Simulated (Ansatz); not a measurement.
Crystal: CoAu4.

```
CELL_PARAMETERS angstrom
1.45277 0.83876 11.66605
-1.45277 0.83876 11.66605
0.00000 -1.67752 11.66605
ATOMIC_POSITIONS crystal
Au 0.60667 0.60667 0.60667
Au 0.20228 0.20228 0.20228
Au 0.79772 0.79772 0.79772
Au 0.39333 0.39333 0.39333
Co 0.00000 0.00000 0.00000
```

The cell comes from a database or a generator and needn't be the stable form of this composition.

| Quantity | Value |
| --- | --- |
| Program | Ansatz 0.2.0 |
| Task | relaxation of cell and atoms |
| Functional | LDA |
| Potentials or basis | Ansatz PAW |
| Cutoff | 420 eV (not typed: the program's choice for these potentials) |
| k mesh | 11 × 11 × 11 |
| Occupations | fermi-dirac, width 0.05 eV |
| Spin | collinear spin, ferromagnetic start |
| Starting moments | [0.0, 0.0, 0.0, 0.0, 2.0] μB |

At the start: volume 17.06 Å³/atom.

Question: Where does the relaxation end?

Answer: It ends after 6 steps and the volume is 15.46 Å³/atom (-9.4 %); space group R-3m (No. 166, to 0.05 Å); moment 1.69 μB per cell.

Step by step:
| step | energy change (eV) | largest force (eV/Å) | volume (Å³) |
| --- | --- | --- | --- |
| 1 | 0.0000 | 0.0932 | 85.29 |
| 2 | -0.2922 | 0.3325 | 73.78 |
| 3 | -0.4048 | 0.0041 | 78.23 |
| 4 | -0.4118 | 0.0010 | 77.42 |
| 5 | -0.4120 | 0.0011 | 77.30 |
| 6 | -0.4092 | 0.0011 | 77.30 |

Final structure:
```
CELL_PARAMETERS angstrom
1.40693 0.81229 11.27245
-1.40693 0.81229 11.27245
0.00000 -1.62458 11.27245
ATOMIC_POSITIONS crystal
Au 0.60635 0.60635 0.60635
Au 0.20213 0.20213 0.20213
Au 0.79787 0.79787 0.79787
Au 0.39365 0.39365 0.39365
Co 0.00000 0.00000 0.00000
```

Caveat: the plane-wave basis is chosen anew once the cell has moved, so the energies of steps on either side of that aren't comparable; the PAW data sets come from PBE, with cores solved anew for the run's functional, which leaves a small shift of forces and pressure.
